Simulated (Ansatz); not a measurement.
# Cu: squeezing one contact

An exercise on one series of results from a longer session: the logs are not shown, and one member is left open.

Computed with Ansatz 0.2.0 (DFT LDA, with the methods named in each step, unless a step's input says otherwise).

1 further run of the same task is left out (it didn't finish). Runs told in other sessions of the task aren't counted.

## Starting point

It takes space group P6_3/mmc (No. 194, hexagonal). Conventional cell: a = 2.573 Å, b = 2.573 Å, c = 4.168 Å, α = 90.00°, β = 90.00°, γ = 120.00°. Cu (site symmetry -6m2) has 12 Cu at 2.56 to 2.57 Å in its first shell of neighbours.

As a file:

```
CELL_PARAMETERS angstrom
2.57306 0.00000 0.00000
-1.28653 2.22834 0.00000
0.00000 0.00000 4.16837
ATOMIC_POSITIONS crystal
Cu 0.33333 0.66667 0.25000
Cu 0.66667 0.33333 0.75000
```

Atoms are numbered in the order of the input: Cu1, Cu2.

The first run:

Input file input.yaml:

```yaml
crystal:
  lattice:
    - [2.5730649657, 0.0, 0.0]
    - [-1.2865324828, 2.2283396258, 0.0]
    - [0.0, 0.0, 4.1683652444]
  atoms:
    - { symbol: Cu, position: [0.3333333333, 0.6666666667, 0.25] }
    - { symbol: Cu, position: [0.6666666667, 0.3333333333, 0.75] }
kpoints:
  mp_grid: { grid: [13, 13, 7] }
scf:
  occupations: { method: fermi_dirac, width: 0.05 }
hamiltonian:
  xc: lda
  pseudopotentials: { kind: all_electron, lapw: { basis_error: 0.001 } }
output:
  forces: true
  stress: true
  eigenvalues: true
  populations: true
```

The run is started by

```sh
> ansatz run input.yaml --threads 1 --pin off --max-ram 2048MiB --backend cpu --events-out ev --progress --plain --runs-dir out
```

Among the steps run: The bond as given, LAPW; Shortest bond scaled by 1, crystal datasets; Shortest bond scaled by 1.1, LAPW; Shortest bond scaled by 1.1, norm-conserving; Shortest bond scaled by 0.94, LAPW; Shortest bond scaled by 0.94, crystal datasets; Shortest bond scaled by 0.76, LAPW; Shortest bond scaled by 0.64, LAPW.

One of the session's tables, all rows but one given; the rest of the session is left out.

```
             method  length (Å)  force along the bond (eV/Å)  pressure (GPa)  largest force (eV/Å)
               LAPW       1.638                       23.037           84.17                23.142
               LAPW       1.945                        6.367           17.88                 6.524
               LAPW       2.406                        0.691          -12.36                 0.760
               LAPW       2.559                        0.000          -13.97                 0.000
               LAPW       2.815                       -1.206           -9.48                 1.360
                PAW       1.638                       21.322           77.98                21.434
                PAW       1.945                        6.342           17.78                 6.499
                PAW       2.406                        0.691          -12.34                 0.761
                PAW       2.559                            ?               ?                     ?
                PAW       2.815                       -1.205           -9.48                 1.359
PAW (cutoff 600 eV)       1.638                       21.201           77.52                21.313
   crystal datasets       2.406                        0.691          -12.35                 0.761
   crystal datasets       2.559                        0.000          -13.97                 0.000
    norm-conserving       2.815                       -1.218           -9.83                 1.372
```

Estimate the missing values for PAW, 2.559.

**Answer.** force along the bond (eV/Å): 0.000; pressure (GPa): -13.94; largest force (eV/Å): 0.000.

To keep in mind: Rows by PAW come from runs of the same series that aren't printed here. Warnings in the runs' records: crystal datasets made.
